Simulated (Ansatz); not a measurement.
# CH10N2OSi2: the cost of one run

Method: RHF/6-31G, in Ansatz 0.2.0.

1 further run of the same task is left out (for a known fault of the program). Runs told in other sessions of the task aren't counted.

## (1) The system as given

Bond lengths (14 of 15 bonds, heavy atoms first): Si1–C2 1.870 Å, Si1–N6 1.820 Å, Si1–O9 1.679 Å, O9–Si10 1.680 Å, Si1–N14 1.819 Å, C2–H3 1.110 Å, C2–H4 1.110 Å, C2–H5 1.110 Å, N6–H7 1.060 Å, N6–H8 1.060 Å, Si10–H11 1.460 Å, Si10–H12 1.460 Å, Si10–H13 1.460 Å, N14–H15 1.060 Å. Angles (14 of 25 angles, heavy atoms first): C2–Si1–N6 109.5°, C2–Si1–O9 109.5°, C2–Si1–N14 109.5°, N6–Si1–O9 109.5°, N6–Si1–N14 109.5°, O9–Si1–N14 109.5°, Si1–O9–Si10 125.0°, Si1–C2–H3 109.5°, Si1–C2–H4 109.5°, Si1–C2–H5 109.5°, Si1–N6–H7 120.0°, Si1–N6–H8 120.0°, O9–Si10–H11 109.5°, O9–Si10–H12 109.5°.

Coordinates:

```xyz
16

Si    0.0000    0.0000    0.0000
C     0.0000    0.0000    1.8700
H    -0.9996   -0.3092    2.2405
H     0.7676   -0.7111    2.2405
H     0.2320    1.0203    2.2405
N     1.7163    0.0000   -0.6061
H     2.2145   -0.9180   -0.7868
H     2.2175    0.9180   -0.7783
O    -0.7913    1.3709   -0.5594
Si   -2.4002    1.4263   -1.0396
H    -3.2124    0.6421   -0.1138
H    -2.8620    2.8114   -1.0378
H    -2.5267    0.8736   -2.3850
N    -0.8572   -1.4851   -0.6061
H    -1.3922   -2.1014    0.0704
H    -0.8219   -1.7344   -1.6357
```

## (2) Preparing the start

Input file input.yaml:

```yaml
crystal:
  periodic: [false, false, false]
  atoms:
    - { symbol: Si, position_ang: [0.0, 0.0, 0.0] }
    - { symbol: C, position_ang: [0.0, 0.0, 1.87] }
    - { symbol: H, position_ang: [-0.9996, -0.3092, 2.2405] }
    - { symbol: H, position_ang: [0.7676, -0.7111, 2.2405] }
    - { symbol: H, position_ang: [0.232, 1.0203, 2.2405] }
    - { symbol: "N", position_ang: [1.7163, 0.0, -0.6061] }
    - { symbol: H, position_ang: [2.2145, -0.918, -0.7868] }
    - { symbol: H, position_ang: [2.2175, 0.918, -0.7783] }
    - { symbol: O, position_ang: [-0.7913, 1.3709, -0.5594] }
    - { symbol: Si, position_ang: [-2.4002, 1.4263, -1.0396] }
    - { symbol: H, position_ang: [-3.2124, 0.6421, -0.1138] }
    - { symbol: H, position_ang: [-2.862, 2.8114, -1.0378] }
    - { symbol: H, position_ang: [-2.5267, 0.8736, -2.385] }
    - { symbol: "N", position_ang: [-0.8572, -1.4851, -0.6061] }
    - { symbol: H, position_ang: [-1.3922, -2.1014, 0.0704] }
    - { symbol: H, position_ang: [-0.8219, -1.7344, -1.6357] }
basis:
  gaussian: { orbitals: "6-31G" }
hamiltonian:
  xc: hf
relax:
  f_tol: 0.02
  max_steps: 40
```

On the command line:

```bash
$ ansatz run input.yaml --threads 1 --pin off --max-ram 2048MiB --backend cpu --events-out ev --progress --plain --runs-dir out
```

**Question.** How long does this run take on 1 thread of Arm Neoverse V1, shared host, and how much memory does it need?

About 47 s, with a peak of 0.19 GiB.
